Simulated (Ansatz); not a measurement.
# C₂H₄Cl₂OSi: basis-set convergence

An exercise on one series of results from a longer session: the logs are not shown, and one member is left open.

The runs use Ansatz 0.2.0, Gaussian basis; one geometry, several basis sets.

The runs, in order: PBE0-D4/def2-SVP; ωB97M-V/def2-SVP; PBE0-D4/def2-QZVPP; ωB97M-V/def2-QZVPP; CCSD(T)/cc-pV(D+d)Z; CCSD(T)/cc-pV(T+d)Z; MP2/cc-pV(Q+d)Z; the functionals' def2-TZVPP values are taken from earlier runs.

### The relaxed structure

The geometry comes from an earlier relaxation with PBE0-D4 in a triple-zeta def2 set; it is a stationary point, not always the lowest conformer.

10 atoms, charge 0, spin multiplicity 1.

Atoms are counted from 1 here; the program's logs count them from 0.

Bond lengths: C1–C2 1.330 Å, C1–H7 1.086 Å, C1–H8 1.085 Å, C2–Si3 1.833 Å, C2–H9 1.087 Å, Si3–O4 1.625 Å, Si3–Cl5 2.049 Å, Si3–Cl6 2.049 Å, O4–H10 0.959 Å. Angles: C2–C1–H7 121.7°, C2–C1–H8 121.6°, H7–C1–H8 116.6°, C1–C2–Si3 122.2°, C1–C2–H9 119.5°, Si3–C2–H9 118.2°, C2–Si3–O4 108.2°, C2–Si3–Cl5 110.8°, C2–Si3–Cl6 110.8°, O4–Si3–Cl5 110.5°, O4–Si3–Cl6 110.5°, Cl5–Si3–Cl6 106.0°, Si3–O4–H10 118.7°.

Set-up of the first run:

Input file in.yaml:

```yaml
crystal:
  periodic: [false, false, false]
  atoms:
    - {symbol: C, position_ang: [0.155811, -1.128492, 1.359794]}
    - {symbol: C, position_ang: [-0.533007, -0.094006, 0.886824]}
    - {symbol: Si, position_ang: [-0.149456, 0.678934, -0.730395]}
    - {symbol: O, position_ang: [1.106919, -0.115405, -1.387211]}
    - {symbol: Cl, position_ang: [-1.774437, 0.607012, -1.976149]}
    - {symbol: Cl, position_ang: [0.297118, 2.665243, -0.500778]}
    - {symbol: H, position_ang: [-0.078422, -1.580424, 2.319151]}
    - {symbol: H, position_ang: [0.981099, -1.563774, 0.805635]}
    - {symbol: H, position_ang: [-1.353857, 0.315428, 1.470785]}
    - {symbol: H, position_ang: [1.431433, 0.164185, -2.244755]}
basis:
  gaussian: {orbitals: def2-SVP}
hamiltonian: {xc: pbe0, dispersion: d4}
output: {orbitals: {seedname: orbitals}}
```

Run with:

```console
$ ansatz run in.yaml --threads 2 --pin off --events-out ev --progress --plain --max-ram 32768MiB --backend cpu
```

Steps of the session up to this table: PBE0-D4 in def2-SVP; ωB97M-V in def2-SVP; PBE0-D4 in def2-QZVPP; ωB97M-V in def2-QZVPP.

One of the session's tables, all rows but one given; the rest of the session is left out.

It belongs to the step «Functionals by basis». 

```
functional       basis  HOMO (eV)
   PBE0-D4    def2-SVP          ?
   PBE0-D4  def2-TZVPP      -8.39
   PBE0-D4  def2-QZVPP      -8.42
   ωB97M-V    def2-SVP     -10.52
   ωB97M-V  def2-TZVPP     -10.63
   ωB97M-V  def2-QZVPP     -10.66
```

Q: Estimate the row for PBE0-D4, def2-SVP from the others.

The run gave: HOMO (eV): -8.31. In the column «HOMO (eV)» it is the highest.
